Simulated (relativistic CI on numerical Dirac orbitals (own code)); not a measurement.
# Cr²⁺: 2p photoemission multiplets

Wanted: the shape of the 2p photoemission spectrum of Cr²⁺ in 4 surroundings, from the same atomic integrals.

The numbers are computed with relativistic CI on numerical Dirac orbitals (own code) version 1 (Dirac-Coulomb-Breit CI, KLI orbitals optimised for each configuration, model QED (radiative potential, 1s self-energy scaled to tabulated hydrogen-like ionisation energies), valence Slater integrals scaled by 0.8, multiplet model of photoemission in the sudden approximation), except any that are marked as measured or tabulated.

**1. Starting point**

* ion: Cr²⁺ (Cr III)
* nuclear charge: 24
* electrons: 22
* configurations: [Ar] 3d4 → [He] 2s2 2p5 3s2 3p6 3d4
* temperature: 300 K
* widths: Lorentz 0.5 eV, Gauss 0.6 eV
* surrounding 1: free ion
* surrounding 2: Oh, 10Dq = 3250 cm⁻¹
* surrounding 3: Oh, 10Dq = 8950 cm⁻¹
* surrounding 4: Oh, 10Dq = 14700 cm⁻¹

**2. Surrounding 1: free ion**

Settings, as recorded:

```ini
atom Cr  Z=24  charge=2  electrons=22
nucleus A=52  rms_radius_fm=3.6452
hamiltonian dirac-coulomb  breit=on  qed=on  c_scale=1
orbitals kli  potential=per-configuration
slater_scale 0.8
correlation none
mixing on
configurations
  [Ar] 3d4
  [He] 2s2 2p5 3s2 3p6 3d4
end
photoemission 2p T=300 lorentz=0.5 gauss=0.6
crystal_field free
```

**3. Surrounding 2: Oh, 10Dq = 3250**

Changes to the settings of step 2:

```diff
@@ -12,2 +12,2 @@
 photoemission 2p T=300 lorentz=0.5 gauss=0.6
-crystal_field free
+crystal_field Oh 10Dq=3250
```

**4. Surrounding 3: Oh, 10Dq = 8950**

Changes to the settings of step 3:

```diff
@@ -12,2 +12,2 @@
 photoemission 2p T=300 lorentz=0.5 gauss=0.6
-crystal_field Oh 10Dq=3250
+crystal_field Oh 10Dq=8950
```

**5. Surrounding 4: Oh, 10Dq = 14700**

Changes to the settings of step 4:

```diff
@@ -12,2 +12,2 @@
 photoemission 2p T=300 lorentz=0.5 gauss=0.6
-crystal_field Oh 10Dq=8950
+crystal_field Oh 10Dq=14700
```

(Steps that only read results are left out.)

What does the calculation give? Wanted: highest peak, first run; ground spin.

As calculated:

| surrounding | ground S | centroid (eV) | spread (eV) | up to four highest peaks (% of the highest), eV |
| --- | --- | --- | --- | --- |
| 1: free | 2.00 | 609.54 | 4.70 | 605.2 (90), 606.7 (100), 615.2 (56), 616.3 (44) |
| 2: Oh | 2.00 | 609.56 | 4.63 | 605.0 (94), 606.6 (100), 609.8 (22), 615.4 (67) |
| 3: Oh | 2.00 | 609.56 | 4.62 | 605.1 (100), 606.5 (97), 610.1 (19), 615.6 (67) |
| 4: Oh | 2.00 | 609.56 | 4.63 | 605.2 (100), 606.4 (89), 615.8 (60), 618.1 (11) |

| quantity | value |
| --- | --- |
| highest peak, first run | 606.7 eV |
| ground spin (effective S from ⟨S²⟩) | 2.00 |

What this shows: The position of the maximum differs by up to 1.6 eV between the surroundings, by shifts of peaks or by peaks exchanging rank. Energies are those of the free ion without screening by ligands; binding energies in solids differ by tens of eV.
